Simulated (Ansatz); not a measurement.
# PtSe2 (Sudovikovite): the cost of one run

Computed with the Python package of Ansatz 0.2.0. Level of theory: DFT PBE, plane waves, PAW.

The COD entry's cell or inner coordinates are ideal or old and differ from later refinements, so a difference from it is no clean test against experiment.

**1. The system**

Symmetry: P-3m1, No. 164, trigonal system. The conventional cell has a = 3.724 Å, b = 3.724 Å, c = 5.062 Å, α = 90.00°, β = 90.00°, γ = 120.00°. Pt (site symmetry -3m) has 6 Se at 2.49 Å as nearest neighbours. Se (site symmetry 3m) has 3 Pt at 2.49 Å as nearest neighbours.

ptse2.cif, read by the script:

```cif
data_PtSe2
_cell_length_a 3.724000
_cell_length_b 3.724000
_cell_length_c 5.062000
_cell_angle_alpha 90.00000
_cell_angle_beta 90.00000
_cell_angle_gamma 120.00000
_symmetry_space_group_name_H-M 'P 1'
_symmetry_Int_Tables_number 1
loop_
_symmetry_equiv_pos_as_xyz
'x, y, z'
loop_
_atom_site_label
_atom_site_type_symbol
_atom_site_fract_x
_atom_site_fract_y
_atom_site_fract_z
Pt1 Pt    0.000000    0.000000    0.000000
Se2 Se    0.333333    0.666667    0.250000
Se3 Se    0.666667    0.333333    0.750000
```

**2. The code**

File ecut_ptse2.py:

```python
import logging
import sys

import ansatz as az
from ase.io import read
import pandas as pd

logging.basicConfig(stream=sys.stdout, format="%(name)s: %(message)s")
log = logging.getLogger("ansatz_job")
log.setLevel(logging.INFO)


def main() -> None:
    atoms = read("ptse2.cif")
    cell = az.Crystal.from_ase(atoms)

    calc = (
        cell.calculation()
        .occupations(az.OccupationsMethod.FERMI_DIRAC, width=0.15)
        .kpoints(9, 9, 6, center="gamma")
        .forces()
        .stress()
    )

    rows = []
    for value in [300, 375, 450, 525]:
        summary = calc.basis(value).run(threads=1, backend="cpu").report
        rows.append((value, summary["free_energy_ev"] / len(summary["lattice"]["sites"]), summary["n_iterations"], sum(summary["stress_gpa"][i][i] for i in range(3)) / 3, max(abs(f) for row in summary["forces_ev_ang"] for f in row), summary["n_pw"]))

    table = pd.DataFrame(rows, columns=["cutoff (eV)", "F/atom (eV)", "iterations", "P (GPa)", "max component (eV/A)", "plane waves"])
    print(table.round(5).to_string(index=False))

    for row in rows[:-1]:
        shift = 1000 * (row[1] - rows[-1][1])
        log.info(f"{row[0]}: {shift:+.2f} meV/atom" + ("  (within 2 meV)" if abs(shift) < 2 else ""))


if __name__ == "__main__":
    main()
```

**3. The input behind the calls**

The engine receives this input (first run):

```yaml
crystal:
  lattice:
    - [3.724, 0.0, 0.0]
    - [-1.8619999999999992, 3.22507860369325, 0.0]
    - [0.0, 0.0, 5.062]
  atoms:
    - { symbol: Pt, position: [0.0, 0.0, 0.0] }
    - { symbol: Se, position: [0.33333299999999993, 0.666667, 0.25] }
    - { symbol: Se, position: [0.6666670000000001, 0.333333, 0.75] }
basis:
  ecutwfc: 300.0
kpoints:
  mp_grid:
    grid: [9, 9, 6]
    shift: [0.0, 0.0, 0.0]
scf:
  occupations:
    method: fermi_dirac
    width: 0.15
output:
  forces: true
  stress: true
```

**4. Launch**

Command:

```
> python ecut_ptse2.py
```

What time and memory should one allow on 1 thread of AMD EPYC 9B45 (Zen 5), shared host?

About 6.5 s, with a peak of 0.6 GiB.
